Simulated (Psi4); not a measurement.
# TiO2 (SMILES [O]=[Ti]=[O]), step by step

Wanted: a structure relaxation (B3LYP-D3(BJ)/aug-cc-pVDZ), then the harmonic vibrations of TiO2. 

Program for the calculation: Psi4 1.11.

### Step 1. Starting point

The species is TiO2 (3 atoms), meant as a singlet with charge 0. As SMILES, `[O]=[Ti]=[O]`. Geometry: a GFN2-xTB relaxation, a rough one for these elements and not checked as a minimum. The run starts from this shape.

Bond lengths: Ti1–O2 1.630 Å, Ti1–O3 1.630 Å. Angles: O2–Ti1–O3 113.6°.

### Step 2. A geometry optimisation at B3LYP-D3(BJ)/aug-cc-pVDZ (density fitting) (run 1)

job.inp

```
memory 1.6 GB

molecule {
  Ti
  O 1 1.629684
  O 1 1.629728 2 113.62734
  symmetry c1
}

set {
  geom_maxiter 60
}

E, wfn = opt("b3lyp-d3(bj)/aug-cc-pVDZ", return_wfn=True)
```

Run with:

```sh
$ psi4 job.inp job.out -n 1
```

job.out:

```text
[...]
  Running in c1 symmetry.
[...]
  Nuclear repulsion =  126.712612554035047
[...]
  Multiplicity = 1
[...]
  Nalpha       = 19
  Nbeta        = 19
[...]
    Number of basis functions: 105
[...]
   @DF-RKS iter   1:  -999.19480404186993   -1.56740e-01   1.36661e-02 ADIIS/DIIS
[...]
   @DF-RKS iter   9: -1000.01472847484274   -1.11413e-11   4.92740e-09 DIIS
[...]
    Orbital Energies [Eh]
    ---------------------
    Doubly Occupied:
       1A   -178.882602     2A    -19.898892     3A    -19.111899
       4A    -19.111884     5A    -16.613270     6A    -16.613202
       7A    -16.608708     8A     -2.382639     9A     -1.508920
      10A     -1.506112    11A     -1.497616    12A     -0.860045
      13A     -0.845463    14A     -0.344634    15A     -0.334609
      16A     -0.322566    17A     -0.306683    18A     -0.298002
      19A     -0.261820
[...]
  @DF-RKS Final Energy: -1000.01472847484274
   => Energetics <=
    Nuclear Repulsion Energy =            126.0269357262973671
    One-Electron Energy =               -1623.4765831674901619
    Two-Electron Energy =                 545.2480736899616431
    DFT Exchange-Correlation Energy =     -47.8105214302583121
    Empirical Dispersion Energy =          -0.0026332933532850
    VV10 Nonlocal Energy =                  0.0000000000000000
    Total Energy =                      -1000.0147284748427410
[...]
 Multipole Moments:
 ------------------------------------------------------------------------------------
     Multipole            Electronic (a.u.)      Nuclear  (a.u.)        Total (a.u.)
 ------------------------------------------------------------------------------------
 L = 1.  Multiply by 2.5417464519 to convert [e a0] to [Debye]
 Dipole X            :          3.3239930           -1.1430436            2.1809494
 Dipole Y            :          2.2598946           -0.7771261            1.4827685
 Dipole Z            :          0.0000000            0.0000000            0.0000000
 Magnitude           :                                                    2.6372605
[...]
  -Total Gradient:
     Atom            X                  Y                   Z
    ------   -----------------  -----------------  -----------------
       1       -0.000019660010    -0.000014365369     0.000000000000
       2       -0.000118481389    -0.000213981694     0.000000000000
       3       -0.000243486003    -0.000031104604     0.000000000000
[...]
    Final optimized geometry and variables:
    Molecular point group: c1
    Full point group: Cs
    Geometry (in Angstrom), charge = 0, multiplicity = 1:
    TI
    O             1    1.640498
    O             1    1.640499      2  111.578368
    Psi4 run time: 0:00:26.82
[...]
```

On the terminal:

```text
Optimizer: Optimization complete!
```

Run time: 28 s. Hardware: 1 thread of Intel Xeon 6975P-C (Granite Rapids), shared host; peak memory 1 GiB.

Steps, from the record of the run:

```csv
step,energy from the first frame kept (eV),largest force (eV/Å)
0,0.0000,0.9709
1,-0.0111,0.2337
2,-0.0118,0.0126
```

After the run. Bond lengths: Ti1–O2 1.640 Å, Ti1–O3 1.640 Å. Angles: O2–Ti1–O3 111.6°.

### Step 3. The harmonic vibrations at B3LYP-D3(BJ)/aug-cc-pVDZ (density fitting) (run 2)

o2ti.py

```python
import psi4

psi4.set_memory('1600 MB')
psi4.set_num_threads(1)
psi4.core.set_output_file('psi4.out', False)

mol = psi4.geometry("""
0 1
Ti    -0.001963    -0.005685    -0.606772
O      1.363880    -0.020120     0.301797
O     -1.348894     0.025803     0.329190
""")

options = {'basis': 'aug-cc-pVDZ', 'reference': 'rks', 't': 600.0, 'rotational_symmetry_number': 2}
psi4.set_options(options)

e, wfn = psi4.frequencies("b3lyp-d3(bj)", return_wfn=True)
print(f'total energy {e:.8f} hartree = {e * 27.211386:.5f} eV')
print('wavenumbers / cm^-1:', wfn.frequencies().np.round(1))
for k, v in sorted(psi4.core.scalar_variables().items()):
    print(f'{k:45s} {v:18.10f}')
```

Run with:

```sh
$ python o2ti.py
```

psi4.out (excerpt; [...] marks lines left out):

```text
[...]
  Running in cs symmetry.
[...]
  Nuclear repulsion =  126.026935245742152
[...]
  Multiplicity = 1
[...]
  Nalpha       = 19
  Nbeta        = 19
[...]
    Number of basis functions: 105
[...]
   @DF-RKS iter   1:  -999.18060190307506   -1.60701e-01   1.83202e-02 DIIS/ADIIS
[...]
  Running in c1 symmetry.
[...]
   @DF-RKS iter  14: -1000.01472847302841   -1.93268e-12   2.90018e-09 DIIS
[...]
    Orbital Energies [Eh]
    ---------------------
    Doubly Occupied:
       1A   -178.882602     2A    -19.898892     3A    -19.111899
       4A    -19.111884     5A    -16.613270     6A    -16.613202
       7A    -16.608708     8A     -2.382639     9A     -1.508920
      10A     -1.506112    11A     -1.497617    12A     -0.860045
      13A     -0.845463    14A     -0.344634    15A     -0.334609
      16A     -0.322566    17A     -0.306683    18A     -0.298002
      19A     -0.261820
[...]
  @DF-RKS Final Energy: -1000.01472847302841
   => Energetics <=
    Nuclear Repulsion Energy =            126.0269298871299952
    One-Electron Energy =               -1623.4765698839112247
    Two-Electron Energy =                 545.2480661290996977
    DFT Exchange-Correlation Energy =     -47.8105213119889214
    Empirical Dispersion Energy =          -0.0026332933580846
    VV10 Nonlocal Energy =                  0.0000000000000000
    Total Energy =                      -1000.0147284730284127
[...]
 Multipole Moments:
[...]
  -Total Gradient:
     Atom            X                  Y                   Z
    ------   -----------------  -----------------  -----------------
       1       -0.000001450827     0.000024220819    -0.000000000414
       2       -0.000112375351     0.000217095111    -0.000000037993
       3        0.000109176025     0.000220133421     0.000000038409
[...]
  ==> Harmonic Vibrational Analysis <==
[...]
  Freq [cm^-1]                 350.2077            978.3072           1029.8707
[...]
  IR activ [km/mol]            13.5543             464.2319            35.8256
[...]
  Total E_0, Enthalpy at 0 [K]                                                        -1000.00935567 [Eh]
[...]
  Total H, Enthalpy at  600.00 [K]                                                     -999.99963688 [Eh]
[...]
  Total G, Gibbs energy at  600.00 [K]                                                -1000.06624336 [Eh]
[...]
```

The script printed:

```text
Warning: used thermodynamics relations inappropriate for low-frequency modes: ['350.2077']
total energy -1000.01472847 hartree = -27211.78678 eV
wavenumbers / cm^-1: [ 350.2  978.3 1029.9]
B3LYP-D3(BJ) DISPERSION CORRECTION ENERGY          -0.0026332934
CURRENT ENERGY                                  -1000.0147284725
CURRENT REFERENCE ENERGY                        -1000.0147284725
DD SOLVATION ENERGY                                 0.0000000000
DFT FUNCTIONAL TOTAL ENERGY                     -1000.0120951791
DFT TOTAL ENERGY                                -1000.0147284725
DFT VV10 ENERGY                                     0.0000000000
DFT XC ENERGY                                     -47.8105213832
DISPERSION CORRECTION ENERGY                       -0.0026332934
ENTHALPY                                         -999.9996368845
ENTHALPY CORRECTION                                 0.0150915879
FINDIF NUMBER                                      11.0000000000
GIBBS FREE ENERGY                               -1000.0662433646
GIBBS FREE ENERGY CORRECTION                       -0.0515148922
GRID ELECTRONS ALPHA                               19.0000520095
GRID ELECTRONS BETA                                19.0000520095
GRID ELECTRONS TOTAL                               38.0001040190
NUCLEAR REPULSION ENERGY                          126.0269352457
ONE-ELECTRON ENERGY                             -1623.4765816192
PCM POLARIZATION ENERGY                             0.0000000000
PE ENERGY                                           0.0000000000
SCF ITERATION ENERGY                            -1000.0147284725
SCF ITERATIONS                                     14.0000000000
SCF TOTAL ENERGY                                -1000.0147284725
THERMAL ENERGY                                  -1000.0015369708
THERMAL ENERGY CORRECTION                           0.0131915016
TWO-ELECTRON ENERGY                               545.2480725776
ZERO K ENTHALPY                                 -1000.0093556746
ZPVE                                                0.0053727979
```

Wall time 1.9 min (1 thread of Intel Xeon 6975P-C (Granite Rapids), shared host); peak memory 1.1 GiB.

### Step 4. Outcome

| quantity | value |
| --- | --- |
| run 1, B3LYP-D3(BJ)/aug-cc-pVDZ: total energy at the end | -1000.01473 Eh |
| run 1, B3LYP-D3(BJ)/aug-cc-pVDZ: dipole moment | 6.70 D |
| run 1, B3LYP-D3(BJ)/aug-cc-pVDZ: HOMO energy | -7.12 eV |
| run 1, B3LYP-D3(BJ)/aug-cc-pVDZ: LUMO energy | -3.27 eV |
| run 1, B3LYP-D3(BJ)/aug-cc-pVDZ: HOMO–LUMO gap | 3.86 eV |
| run 1, B3LYP-D3(BJ)/aug-cc-pVDZ: dispersion energy | -6.91 kJ/mol |
| run 2, B3LYP-D3(BJ)/aug-cc-pVDZ: lowest harmonic wavenumber | 350 cm⁻¹ |
| run 2, B3LYP-D3(BJ)/aug-cc-pVDZ: highest harmonic wavenumber | 1030 cm⁻¹ |
| run 2, B3LYP-D3(BJ)/aug-cc-pVDZ: zero-point energy | 14.1 kJ/mol |
| run 2, B3LYP-D3(BJ)/aug-cc-pVDZ: ideal-gas entropy at 600 K (symmetry number 2 as used) | 69.7 cal/(mol K) |

In words: The optimisation (run 1, B3LYP-D3(BJ)/aug-cc-pVDZ) took 3 steps and changed the energy by -0.012 eV. All 3 modes (run 2, B3LYP-D3(BJ)/aug-cc-pVDZ) are real, so the shape is a minimum at this level.
